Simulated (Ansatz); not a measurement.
Crystal: B.

```
B
1.0
     2.34611    0.00000    0.00000
     0.00000    2.34611    0.00000
     0.00000    0.00000    1.58579
B
1
Direct
  0.50000 0.50000 0.50000
```

The cell was built by a generator and needn't be a form met in nature.

| Property | Result |
| --- | --- |
| Program | Ansatz 0.2.0 |
| Task | relaxation of cell and atoms |
| Functional | PBEsol |
| Potentials or basis | Ansatz PAW |
| Cutoff | 420 eV (not typed: the program's choice for these potentials) |
| k mesh | 11 × 11 × 16 |
| Occupations | fermi-dirac, width 0.05 eV |
| Spin | no spin polarisation |

At the start: volume 8.73 Å³/atom.

Question: How do energy, volume and symmetry change on relaxing?

Answer: It ends after 7 steps and the volume is 8.35 Å³/atom (-4.4 %); space group P4/mmm (No. 123, to 0.05 Å).

Step by step:
```csv
step,energy change (eV),largest force (eV/Å),volume (Å³)
1,0.0000,0.0000,8.73
2,-0.0068,0.0000,8.43
3,-0.0071,0.0000,8.34
4,-0.0071,0.0000,8.35
5,-0.0066,0.0000,8.35
6,-0.0067,0.0000,8.35
7,-0.0066,0.0000,8.35
```

Final structure:
```
B
1.0
     2.29375    0.00000    0.00000
     0.00000    2.29375    0.00000
     0.00000    0.00000    1.58660
B
1
Direct
  0.50000 0.50000 0.50000
```

Caveat: the plane-wave basis is chosen anew once the cell has moved, so the energies of steps on either side of that aren't comparable; the PAW data sets come from PBE, with cores solved anew for the run's functional, which leaves a small shift of forces and pressure.
